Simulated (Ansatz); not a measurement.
**NaLaMnMoO6: band structure with revPBE**

The system is NaLaMnMoO6.

```xyz
10
Lattice="-2.7229 2.7229 3.8989 2.7229 -2.7229 3.8989 2.7229 2.7229 -3.8989" Properties=species:S:1:pos:R:3 pbc="T T T"
Na    2.7229    0.0000    1.9494
La    0.0000    2.7229    1.9494
Mn    0.0000    0.0000    3.8989
Mo    0.0000    0.0000    0.0000
O     1.6123    1.1308    0.0001
O     1.5921   -1.1106    3.8988
O     1.1106    1.5921    3.8990
O     1.1308    3.8336   -0.0001
O     0.0000    0.0000    1.9646
O     0.0000    0.0000    5.8332
```

The cell was built by a generator and needn't be a form met in nature.

```
Program                             : Ansatz 0.2.0
Task                                : band structure
Functional                          : revPBE
Potentials or basis                 : Ansatz PAW
Cutoff                              : 420 eV (not typed: the program's choice for these potentials)
k mesh                              : 7 × 7 × 7
Occupations                         : fermi-dirac, width 0.05 eV
Spin                                : collinear spin, ferromagnetic start
Starting moments                    : [0.0, 0.0, 4.0, 1.0, 0.0, 0.0, 0.0, 0.0, 0.0, 0.0] μB
Path                                : [["G", "X", "Y", "S", "G", "Z", "S1", "N", "P", "Y1", "Z"], ["X", "P"]]
Points for each segment of the path : 10
```

- Pressure: 3.9 GPa
- Largest force: 0.124 eV/Å
- Band gap on the k mesh: none (metal or under the smearing width)
- Net moment: 2.02 μB per cell
- Absolute moment: 3.62 μB per cell
- Site moments: Na +0.00; La -0.01; Mn +2.30; Mo -0.38; O +0.01 μB

Forces in eV/Å, atoms in the order of the input:
```
Na   0.000  0.000  0.000
La   0.000  0.000  0.000
Mn   0.000  0.000  0.000
Mo   0.000  0.000  0.000
O   -0.020 -0.070 -0.009
O    0.070 -0.020  0.009
O    0.020  0.070 -0.009
O   -0.070  0.020  0.009
O    0.000  0.000 -0.124
O    0.000  0.000  0.124
```

Stress tensor (GPa, compression positive):
```
3.79 0.00 0.00
0.00 3.79 0.00
0.00 0.00 4.02
```

Levels at the corners of the path, in eV from the Fermi level:
Spin up:
```csv
point,band 41,band 42,band 43,band 44,band 45,band 46,band 47,band 48
Γ,-2.78,-2.41,-2.41,-0.74,-0.36,0.82,0.82,1.09
X,-2.63,-1.69,-1.52,-0.48,0.34,0.69,1.16,1.17
Y,-2.02,-1.82,-1.54,-0.06,0.33,0.78,0.99,1.17
S,-2.19,-1.65,-1.61,-0.01,0.25,0.90,1.03,1.07
Γ,-2.78,-2.41,-2.41,-0.74,-0.36,0.82,0.82,1.09
Z,-2.79,-1.53,-1.53,-0.76,0.25,0.95,1.18,1.18
S1,-2.19,-1.65,-1.61,-0.01,0.25,0.90,1.03,1.07
N,-2.01,-1.90,-1.80,0.54,0.61,0.75,0.96,1.03
P,-1.98,-1.81,-1.68,0.15,0.28,0.78,0.81,1.34
Y1,-2.02,-1.82,-1.54,-0.06,0.33,0.78,0.99,1.17
Z,-2.79,-1.53,-1.53,-0.76,0.25,0.95,1.18,1.18
X,-2.63,-1.69,-1.52,-0.48,0.34,0.69,1.16,1.17
P,-1.98,-1.81,-1.68,0.15,0.28,0.78,0.81,1.34
```
Spin down:
| point | band 39 | band 40 | band 41 | band 42 | band 43 | band 44 |
| --- | --- | --- | --- | --- | --- | --- |
| Γ | -2.67 | -2.67 | -1.15 | -1.15 | -1.15 | 0.74 |
| X | -3.35 | -2.57 | -1.21 | 0.41 | 0.63 | 0.77 |
| Y | -3.31 | -2.98 | -0.20 | -0.01 | 0.58 | 0.80 |
| S | -3.35 | -2.89 | -0.45 | 0.33 | 0.42 | 0.86 |
| Γ | -2.67 | -2.67 | -1.15 | -1.15 | -1.15 | 0.74 |
| Z | -3.18 | -2.84 | -1.10 | 0.54 | 0.54 | 0.68 |
| S1 | -3.35 | -2.89 | -0.45 | 0.33 | 0.42 | 0.86 |
| N | -3.10 | -2.88 | 0.04 | 0.12 | 0.28 | 0.54 |
| P | -3.43 | -2.91 | -0.11 | -0.09 | 0.48 | 0.81 |
| Y1 | -3.31 | -2.98 | -0.20 | -0.01 | 0.58 | 0.80 |
| Z | -3.18 | -2.84 | -1.10 | 0.54 | 0.54 | 0.68 |
| X | -3.35 | -2.57 | -1.21 | 0.41 | 0.63 | 0.77 |
| P | -3.43 | -2.91 | -0.11 | -0.09 | 0.48 | 0.81 |

It took 46 s on 8 threads of Arm Neoverse V1, on a shared host, peak memory 1.3 GiB.

Caveat: the pressure holds a Pulay correction of +0.6 GPa for the finite cutoff; spin-orbit coupling is left out, which moves the levels of the heavy elements; a cell with one magnetic atom can't hold antiferromagnetic order, which such compounds often take; semilocal functionals often make such compounds metallic where correlation or magnetic order opens a gap, which also shifts bond lengths; the PAW data sets come from PBE, with cores solved anew for the run's functional, which leaves a small shift of forces and pressure; the starting moments weren't kept. With open d or f shells a metallic result of revPBE can be an artefact of self-interaction; +U or a hybrid may open a gap.
